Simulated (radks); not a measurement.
**Ti²⁺ in [Ne] 3s2 3p5 3d2 4d1: an all-electron calculation**

Wanted: eigenvalues, radial structure and energy terms of the titanium ion Ti2+.

The numbers are computed with radks (a radial shooting solver on a logarithmic mesh, Libxc functionals) version 1 (non-relativistic Kohn-Sham, revTPSS, spin-polarised, spherical densities, point nucleus; open shells are filled with parallel spins first), except any that are marked as measured or tabulated.

## Step 1: What is computed

```
element       : titanium (Z = 22)
charge        : +2
electrons     : 20
configuration : [Ne] 3s2 3p5 3d2 4d1
```

Outer shells as boxes (Hund's rule):

Ti²⁺
```
[Ne] core
3s [↑↓]
3p [↑↓][↑↓][↑ ]
3d [↑ ][↑ ][  ][  ][  ]
4d [↑ ][  ][  ][  ][  ]
```

## Step 2: Self-consistent calculation

Settings of this run:

```text
Z 22
configuration [Ne] 3s2 3p5 3d2 4d1 4s0 4p0
relativity non-relativistic
functional revtpss,revtpss
spin polarised
nucleus point
```

**Question.** What will this run give?

**Answer**, as computed:

| quantity | value |
| --- | --- |
| total energy | -846.49939 hartree |
| exchange-correlation share of it | 4.83 % |
| −T/E | 0.9991 |
| highest occupied level | 4d up, -9.756 eV |
| most extended occupied level | 4d up, <r> = 4.36 bohr |
| radius at density 0.001 e/bohr³ | 4.66 bohr |
| maxima of the radial density | 4 |

What this shows: 4 principal shells are occupied and 4 maxima appear in the radial density. The ratio −T/E is 0.9991; for a non-relativistic Coulomb system it is 1 up to the kinetic part of correlation. This is not the tabulated ground configuration, so its levels and sizes aren't those of the ground state, and no measured value stands beside it.
